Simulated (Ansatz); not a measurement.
**In₂H₆O₂: a ladder of functionals and wavefunction methods**

How much do the methods differ for In₂H₆O₂? The plan is to run it at one geometry with functionals of several rungs and with coupled cluster, and see how far each lands from CCSD(T) at the basis-set limit for the atomisation energy.

Computed with Ansatz 0.2.0, Gaussian basis. Level: functionals in def2-TZVPP, the program's frozen cores in correlated methods.

Plan: LDA (SPW92), PBE-D4, revPBE-D4, BLYP-D4, r2SCAN-D4, B97M-V, PBE0-D4, B3LYP-D4, r2SCANh-D4, r2SCAN0-D4, HSE06-D4, BHLYP-D4, CAM-B3LYP-D4, LC-ωPBE, ωB97X-V, ωB97M-V, B2PLYP, PBE-QIDH; CCSD(T)/def2-SVP; CCSD(T)/def2-TZVPP; MP2/def2-QZVPP; extrapolation to the limit; RPA on PBE.

### Step 1. The geometry

The geometry comes from an earlier relaxation with PBE0-D4 in a triple-zeta def2 set; it is a stationary point, not always the lowest conformer. In takes the def2 core potential; no spin-orbit term is included.

SMILES `[OH+]1[InH2-][OH+][InH2-]1`, 10 atoms, charge 0, spin multiplicity 1.

Atoms are counted from 1 here; the program's logs count them from 0.

Bond lengths: O1–In2 2.165 Å, O1–In4 2.165 Å, O1–H5 0.960 Å, In2–O3 2.165 Å, In2–H6 1.712 Å, In2–H7 1.712 Å, O3–In4 2.165 Å, O3–H8 0.960 Å, In4–H9 1.712 Å, In4–H10 1.712 Å. Angles: In2–O1–In4 101.0°, In2–O1–H5 114.6°, In4–O1–H5 114.5°, O1–In2–O3 79.0°, O1–In2–H6 105.1°, O1–In2–H7 109.0°, O3–In2–H6 109.0°, O3–In2–H7 105.1°, H6–In2–H7 135.3°, In2–O3–In4 101.0°, In2–O3–H8 114.6°, In4–O3–H8 114.6°, O1–In4–O3 79.0°, O1–In4–H9 109.0°, O1–In4–H10 105.1°, O3–In4–H9 105.1°, O3–In4–H10 109.0°, H9–In4–H10 135.3°.

### Step 2. LDA

This LDA is Slater exchange with PW92 correlation.

in.yaml reads:

```yaml
crystal:
  periodic: [false, false, false]
  atoms:
    - {symbol: O, position_ang: [-0.710376, 0.825881, -0.843139]}
    - {symbol: In, position_ang: [1.091686, -0.311275, -1.224916]}
    - {symbol: O, position_ang: [0.711665, -0.823909, 0.843745]}
    - {symbol: In, position_ang: [-1.092549, 0.310342, 1.224368]}
    - {symbol: H, position_ang: [-0.631013, 1.767238, -1.011160]}
    - {symbol: H, position_ang: [2.347349, 0.850431, -1.290049]}
    - {symbol: H, position_ang: [0.685822, -1.715851, -2.115322]}
    - {symbol: H, position_ang: [0.634948, -1.765049, 1.014162]}
    - {symbol: H, position_ang: [-2.347084, -0.852742, 1.285769]}
    - {symbol: H, position_ang: [-0.690457, 1.714923, 2.116532]}
basis:
  gaussian: {orbitals: def2-TZVPP}
hamiltonian: {xc: lda}
output: {orbitals: {seedname: orbitals}}
```

Command:

```sh
$ ansatz run in.yaml --threads 4 --pin off --events-out ev --progress --plain --max-ram 10444MiB
```

The runs that follow: PBE-D4 (GGA); revPBE-D4 (GGA); BLYP-D4 (GGA); r2SCAN-D4 (meta-GGA); B97M-V (meta-GGA); B3LYP-D4 (hybrid); r2SCANh-D4 (hybrid); r2SCAN0-D4 (hybrid); HSE06-D4 (hybrid); BHLYP-D4 (hybrid); CAM-B3LYP-D4 (range-separated); LC-ωPBE (range-separated); ωB97X-V (range-separated); ωB97M-V (range-separated); B2PLYP (double hybrid); PBE-QIDH (double hybrid); CCSD(T) in def2-SVP; CCSD(T) in def2-TZVPP; MP2 in def2-QZVPP; RPA on PBE orbitals.

Q: Predict the results of all the runs planned. Wanted: atomisation energy, CCSD(T)/CBS; farthest beyond LDA; mean size of error, GGA; mean size of error, meta-GGA; mean size of error, hybrid; mean size of error, range-separated; mean size of error, double hybrid; gap, smallest and largest; T1 diagnostic.

As calculated:

| quantity | value |
| --- | --- |
| atomisation energy, CCSD(T)/CBS | 28.905 eV |
| functionals within 0.289 eV (1.0 %) | B97M-V, ωB97X-V |
| farthest beyond LDA | BHLYP-D4 (-1.730 eV) |
| mean size of error, GGA | 1.183 eV |
| mean size of error, meta-GGA | 0.389 eV |
| mean size of error, hybrid | 1.192 eV |
| mean size of error, range-separated | 0.421 eV |
| mean size of error, double hybrid | 1.143 eV |
| gap, smallest and largest | 4.75 eV (LDA (SPW92)), 11.38 eV (LC-ωPBE) |
| T1 diagnostic | 0.0149 |
| triples share of the correlation energy | 3.0 % |

In words: LDA overbinds by 3.733 eV (13 %). PBE-D4 is off by -0.774 eV. Double hybrids carry the basis error of their MP2 part in triple zeta, and no dispersion term here, so their miss is partly the set-up's. Taken by rung, meta-GGA functionals do best (0.389 eV on average) and hybrid ones worst beyond LDA (1.192 eV). The gap between the best rungs is small, so their order is not settled. The mean of the hybrids holds BHLYP, with half exact exchange. The reference freezes the cores and leaves out spin-orbit coupling and excitations past (T), and its outer-core shells are covered unevenly, so misses under about 0.289 eV can't be ranked. All levels share the lack of spin-orbit coupling, which lowers the free heavy atoms and so the true binding. Hartree-Fock recovers 67 % of the binding; the rest is correlation. CCSD(T) in def2-SVP is off by -2.225 eV, more than most functionals: a good method in a small basis is no reference. Orbital gaps span 4.7 to 11.4 eV; exact exchange widens them. Correlated methods include outer-core shells of In, which these sets cover unevenly.
